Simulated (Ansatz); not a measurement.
# CH₆GeOS: up Jacob's ladder to CCSD(T)

An exercise on one series of results from a longer session: the logs are not shown, and one member is left open.

The runs use Ansatz 0.2.0, Gaussian basis; functionals in def2-TZVPP, the program's frozen cores in correlated methods.

Levels to be run: PBE-D4, r2SCAN-D4, PBE0-D4, B3LYP-D4, ωB97X-V, ωB97M-V, B2PLYP; CCSD(T)/def2-TZVPP; MP2/def2-QZVPP; extrapolation to the limit.

### Structure used throughout

All runs share one geometry, relaxed beforehand with PBE0-D4 in a triple-zeta def2 set.

10 atoms, charge 0, spin multiplicity 1.

Atoms are counted from 1 here; the program's logs count them from 0.

Bond lengths: C1–S2 1.815 Å, C1–H5 1.090 Å, C1–H6 1.090 Å, C1–H7 1.090 Å, S2–Ge3 2.210 Å, Ge3–O4 1.781 Å, Ge3–H8 1.529 Å, Ge3–H9 1.543 Å, O4–H10 0.960 Å. Angles: S2–C1–H5 111.6°, S2–C1–H6 111.3°, S2–C1–H7 106.6°, H5–C1–H6 110.0°, H5–C1–H7 108.5°, H6–C1–H7 108.7°, C1–S2–Ge3 100.3°, S2–Ge3–O4 113.3°, S2–Ge3–H8 108.7°, S2–Ge3–H9 107.4°, O4–Ge3–H8 104.0°, O4–Ge3–H9 109.1°, H8–Ge3–H9 114.6°, Ge3–O4–H10 113.1°.

The first run:

File in.yaml:

```yaml
crystal:
  periodic: [false, false, false]
  atoms:
    - {symbol: C, position_ang: [-1.144930, 1.158975, -0.560965]}
    - {symbol: S, position_ang: [-1.307202, -0.632061, -0.313025]}
    - {symbol: Ge, position_ang: [0.573566, -1.052279, 0.767756]}
    - {symbol: O, position_ang: [1.964986, -1.305386, -0.314275]}
    - {symbol: H, position_ang: [-0.394087, 1.393591, -1.315357]}
    - {symbol: H, position_ang: [-0.905958, 1.667515, 0.373340]}
    - {symbol: H, position_ang: [-2.113165, 1.513855, -0.913711]}
    - {symbol: H, position_ang: [0.429440, -2.385670, 1.501992]}
    - {symbol: H, position_ang: [0.858828, 0.156501, 1.683231]}
    - {symbol: H, position_ang: [2.121520, -0.566241, -0.905987]}
basis:
  gaussian: {orbitals: def2-TZVPP}
hamiltonian: {xc: pbe, dispersion: d4}
output: {forces: true, orbitals: {seedname: orbitals}}
```

Started as:

```bash
> ansatz run in.yaml --threads 4 --pin off --events-out ev --progress --plain --max-ram 10444MiB
```

Steps of the session up to this table: PBE-D4 (GGA); r2SCAN-D4 (meta-GGA); PBE0-D4 (hybrid); B3LYP-D4 (hybrid); ωB97X-V (range-separated); ωB97M-V (range-separated); B2PLYP (double hybrid); CCSD(T) in def2-TZVPP; MP2 in def2-QZVPP.

One of the session's tables, all rows but one given; the rest of the session is left out.

| method | atomisation energy (eV) |
| --- | --- |
| PBE-D4 | ? |
| r2SCAN-D4 | 34.444 |
| PBE0-D4 | 34.164 |
| B3LYP-D4 | 34.155 |
| ωB97X-V | 34.517 |
| ωB97M-V | 34.358 |
| B2PLYP | 33.862 |
| HF/def2-TZVPP | 24.452 |
| MP2/def2-TZVPP | 33.978 |
| CCSD/def2-TZVPP | 33.106 |
| CCSD(T)/def2-TZVPP | 33.631 |
| MP2/CBS | 34.848 |
| CCSD(T)/CBS | 34.501 |

**Question.** Estimate the row for PBE-D4.

As computed: atomisation energy (eV): 34.728. In the column «atomisation energy (eV)» it lies between ωB97X-V (34.517) and MP2/CBS (34.848).
